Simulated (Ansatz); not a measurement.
# CH₅ClOSi: up Jacob's ladder to CCSD(T)

An exercise on one series of results from a longer session: the logs are not shown, and one member is left open.

Computed with Ansatz 0.2.0, Gaussian basis. Level: functionals in def2-TZVPP, the program's frozen cores in correlated methods.

Levels to be run: LDA (SPW92), PBE-D4, revPBE-D4, BLYP-D4, r2SCAN-D4, B97M-V, PBE0-D4, B3LYP-D4, r2SCANh-D4, r2SCAN0-D4, HSE06-D4, BHLYP-D4, CAM-B3LYP-D4, LC-ωPBE, ωB97X-V, ωB97M-V, B2PLYP, PBE-QIDH; CCSD(T)/def2-SVP; CCSD(T)/def2-TZVPP; CCSD(T)/def2-QZVPP; extrapolation to the limit; RPA on PBE.

## Structure used throughout

The geometry comes from an earlier relaxation with PBE0-D4 in a triple-zeta def2 set; it is a stationary point, not always the lowest conformer.

SMILES `C[SiH](O)Cl`, 9 atoms, charge 0, spin multiplicity 1.

Atoms are counted from 1 here; the program's logs count them from 0.

Bond lengths: C1–Si2 1.852 Å, C1–H5 1.092 Å, C1–H6 1.093 Å, C1–H7 1.093 Å, Si2–O3 1.636 Å, Si2–Cl4 2.066 Å, Si2–H8 1.477 Å, O3–H9 0.958 Å. Angles: Si2–C1–H5 110.4°, Si2–C1–H6 110.2°, Si2–C1–H7 111.1°, H5–C1–H6 108.5°, H5–C1–H7 108.0°, H6–C1–H7 108.5°, C1–Si2–O3 113.3°, C1–Si2–Cl4 107.5°, C1–Si2–H8 112.9°, O3–Si2–Cl4 109.8°, O3–Si2–H8 105.4°, Cl4–Si2–H8 107.8°, Si2–O3–H9 118.5°.

Coordinates:

```xyz
9
CH5ClOSi
C    -0.6415    0.9017   -0.4093
Si    0.0274   -0.6878    0.2661
O     1.3525   -0.4849    1.2046
Cl    0.4868   -1.9014   -1.3410
H    -1.5410    0.7164   -1.0009
H    -0.8971    1.5812    0.4078
H     0.0906    1.3942   -1.0541
H    -0.9453   -1.4081    1.1119
H     2.1561   -0.1577    0.7977
```

Set-up of the first run:

Contents of in.yaml:

```yaml
crystal:
  periodic: [false, false, false]
  atoms:
    - {symbol: C, position_ang: [-0.641459, 0.901711, -0.409340]}
    - {symbol: Si, position_ang: [0.027384, -0.687839, 0.266065]}
    - {symbol: O, position_ang: [1.352546, -0.484889, 1.204595]}
    - {symbol: Cl, position_ang: [0.486826, -1.901393, -1.340958]}
    - {symbol: H, position_ang: [-1.541036, 0.716423, -1.000898]}
    - {symbol: H, position_ang: [-0.897052, 1.581224, 0.407780]}
    - {symbol: H, position_ang: [0.090576, 1.394225, -1.054070]}
    - {symbol: H, position_ang: [-0.945308, -1.408080, 1.111939]}
    - {symbol: H, position_ang: [2.156123, -0.157683, 0.797685]}
basis:
  gaussian: {orbitals: def2-TZVPP}
hamiltonian: {xc: lda}
output: {orbitals: {seedname: orbitals}}
```

The run is started by

```bash
> ansatz run in.yaml --threads 2 --pin off --events-out ev --progress --plain --max-ram 32768MiB --backend cpu
```

Among the steps run: LDA; PBE-D4 (GGA); revPBE-D4 (GGA); BLYP-D4 (GGA); r2SCAN-D4 (meta-GGA); B97M-V (meta-GGA); B3LYP-D4 (hybrid); r2SCANh-D4 (hybrid); r2SCAN0-D4 (hybrid); HSE06-D4 (hybrid); BHLYP-D4 (hybrid); CAM-B3LYP-D4 (range-separated); LC-ωPBE (range-separated); ωB97X-V (range-separated); ωB97M-V (range-separated); B2PLYP (double hybrid); PBE-QIDH (double hybrid).

One of the session's tables, all rows but one given; the rest of the session is left out.

It belongs to the step «Frontier levels by functional». 

| functional | HOMO (eV) | LUMO (eV) | gap (eV) |
| --- | --- | --- | --- |
| LDA (SPW92) | -7.33 | -0.47 | 6.86 |
| PBE-D4 | ? | ? | ? |
| revPBE-D4 | -7.18 | -0.19 | 6.99 |
| BLYP-D4 | -7.12 | -0.27 | 6.84 |
| r2SCAN-D4 | -7.57 | 0.31 | 7.88 |
| B97M-V | -7.67 | -0.01 | 7.66 |
| PBE0-D4 | -8.62 | 0.61 | 9.22 |
| B3LYP-D4 | -8.39 | 0.27 | 8.66 |
| r2SCANh-D4 | -8.08 | 0.59 | 8.67 |
| r2SCAN0-D4 | -8.84 | 1.00 | 9.84 |
| HSE06-D4 | -8.21 | 0.24 | 8.45 |
| BHLYP-D4 | -9.91 | 1.30 | 11.21 |
| CAM-B3LYP-D4 | -10.01 | 1.43 | 11.44 |
| LC-ωPBE | -11.39 | 2.75 | 14.14 |
| ωB97X-V | -11.03 | 2.55 | 13.58 |
| ωB97M-V | -10.86 | 2.12 | 12.98 |

**Question.** Estimate the row for PBE-D4.

**Answer.** HOMO (eV): -7.23; LUMO (eV): -0.28; gap (eV): 6.95. In the column «HOMO (eV)» it lies between LDA (SPW92) (-7.33) and revPBE-D4 (-7.18).
